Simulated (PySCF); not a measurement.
# Cl4Sn: the cost of one run

Method: each script names its method and basis; program: PySCF 2.14.0.

5 further runs of the same task are left out: 1 for a known fault of the program, 4 that didn't finish.

**1. The starting structure**

SnCl4: 5 atoms, charge 0, spin multiplicity 1.

Bond lengths: Sn1–Cl2 2.317 Å, Sn1–Cl3 2.317 Å, Sn1–Cl4 2.317 Å, Sn1–Cl5 2.317 Å. Angles: Cl2–Sn1–Cl3 109.5°, Cl2–Sn1–Cl4 109.5°, Cl2–Sn1–Cl5 109.5°, Cl3–Sn1–Cl4 109.5°, Cl3–Sn1–Cl5 109.5°, Cl4–Sn1–Cl5 109.5°.

**2. The run that the others are compared with**

input.py reads:

```python
from pyscf import gto, dft

mol = gto.M(
    atom='Sn 0 0 0; Cl 0.0022 1.8915 -1.3375; Cl 0 -1.8915 -1.3375; Cl 1.8904 -0.0011 1.339; Cl -1.8926 0.0011 1.336',
    basis='3-21g',
    charge=0,
    spin=0,
    symmetry=True,
    verbose=4,
)
mf = dft.RKS(mol, xc='wb97x')
mf.kernel()
mf.dip_moment()
print('orbital energies (hartree):', mf.mo_energy[..., max(0, mol.nelec[1]-3):mol.nelec[0]+3].round(4))
```

Command:

```console
$ OMP_NUM_THREADS=1 python input.py
```

**Question.** How long does this run take on 1 thread of Arm Neoverse N1, shared host, and how much memory does it need?

About 22 s, with a peak of 0.43 GiB.
